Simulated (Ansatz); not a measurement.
## C3H8SSi, SMILES [SiH3]CCC=S: a single point in a Gaussian basis, step by step

Program: Ansatz 0.2.0 through its Python package.

The cells in order, each with its output:

```python
from pathlib import Path

import ansatz as az
```

```python
mol = (
    az.Crystal.molecule()
    .atom("Si", (-1.907, -0.2988, 0.4966))
    .atom("C", (-0.0431, -0.4835, 0.4581))
    .atom("C", (0.5821, 0.5145, -0.5207))
    .atom("C", (2.0833, 0.4112, -0.5251))
    .atom("S", (2.7546, -0.6885, -1.1634))
    .atom("H", (-2.474, -1.2702, 1.4435))
    .atom("H", (-2.2558, 1.0642, 0.9239))
    .atom("H", (-2.4514, -0.5473, -0.8465))
    .atom("H", (0.1963, -1.5241, 0.152))
    .atom("H", (0.3495, -0.3086, 1.4826))
    .atom("H", (0.1863, 0.3479, -1.5476))
    .atom("H", (0.3056, 1.5464, -0.2125))
    .atom("H", (2.6737, 1.2367, -0.1408))
)
```

```python
calc = (
    mol.calculation()
    .basis(gaussian="cc-pVDZ")
    .correlation("ccsd", electrons="all")
    .scf(lower_state_search="off")
    .orbitals()
)
done = calc.run(threads=1, backend="cpu", runs_dir="c3h8ssi_runs")
report = done.report

report["converged"], report["free_energy_ev"]
```

    (True, -21915.98071128229)

```python
print(f"E = {report['free_energy_ev']:.6f} eV = {report['free_energy_ev'] / 27.211386246:.7f} Ha")
print("converged:", report["converged"], " doubts:", report["published_state_doubts"] or "none")
```

    E = -21915.980711 eV = -805.3974360 Ha
    converged: True  doubts: none

```python
parts = report["correlation"]
for name in ("random_phase", "coupled_cluster", "perturbative"):
    if name in parts:
        print(f"{name:16s} {parts[name]['energy']['hartree']:12.7f} Ha")
if "second_order" in parts:
    pair = parts["second_order"]
    print(f"MP2 same spin {pair['same_spin']['hartree']:.7f} Ha, opposite spin {pair['opposite_spin']['hartree']:.7f} Ha")
```

    coupled_cluster    -0.7382736 Ha
    MP2 same spin -0.1565512 Ha, opposite spin -0.5158001 Ha

```python
field = report["mean_field"]
print("<S^2> =", round(abs(field["state"]["spin_squared"]), 4), " relativity:", field["relativity"])
print("passes:", field["passes"])
if "symmetry" in field:
    print("occupied orbitals by irrep:", field["symmetry"]["occupied"])
```

    <S^2> = 0.0  relativity: none
    passes: {'evaluations': 11, 'products': 17}
    occupied orbitals by irrep: [{'A': 28}, {'A': 28}]

```python
lines = Path(report["orbitals_path"]).read_text().splitlines()
field_of = lambda key: [line.split("=")[1].strip() for line in lines if line.startswith(key)]
orbitals = [(27.211386 * float(e), s, float(n)) for e, s, n in zip(field_of("Ene="), field_of("Spin="), field_of("Occup="))]
homo = max(e for e, _, n in orbitals if n > 0.5)
lumo = min(e for e, _, n in orbitals if n < 0.5)
for e, spin, n in sorted(orbitals):
    if homo - 15 < e < lumo + 5:
        print(f"{spin:6s} {e:10.3f} eV  occupation {n:.0f}")
```

    Alpha     -23.792 eV  occupation 2
    Alpha     -20.394 eV  occupation 2
    Alpha     -19.391 eV  occupation 2
    Alpha     -17.519 eV  occupation 2
    Alpha     -16.585 eV  occupation 2
    Alpha     -15.067 eV  occupation 2
    Alpha     -14.815 eV  occupation 2
    Alpha     -13.533 eV  occupation 2
    Alpha     -13.002 eV  occupation 2
    Alpha     -12.922 eV  occupation 2
    Alpha     -12.369 eV  occupation 2
    Alpha     -11.409 eV  occupation 2
    Alpha      -8.959 eV  occupation 2
    Alpha       2.394 eV  occupation 0
    Alpha       4.310 eV  occupation 0
    Alpha       5.171 eV  occupation 0
    Alpha       5.212 eV  occupation 0
    Alpha       5.268 eV  occupation 0
    Alpha       6.156 eV  occupation 0
    Alpha       6.351 eV  occupation 0
    Alpha       6.510 eV  occupation 0
    Alpha       6.993 eV  occupation 0

Caveats:
- The settings weren't tested for convergence.
- The geometry is a force-field or estimated start, not a minimum of this method, and the basis set is short of its limit.
- Alpha marks a spatial orbital of a restricted run, filled by both spins.
- Levels such as HOMO and LUMO are orbital energies: in Hartree-Fock the gap is too wide and the LUMO hangs on the basis.
- S² is that of the Hartree-Fock reference.
- Run time: 17 s on 1 thread of AMD EPYC 9R45 96-Core Processor (Zen 5) (shared host), peak memory 1.1 GiB.

(Lines on the test bed's own set-up are left out of the output.)
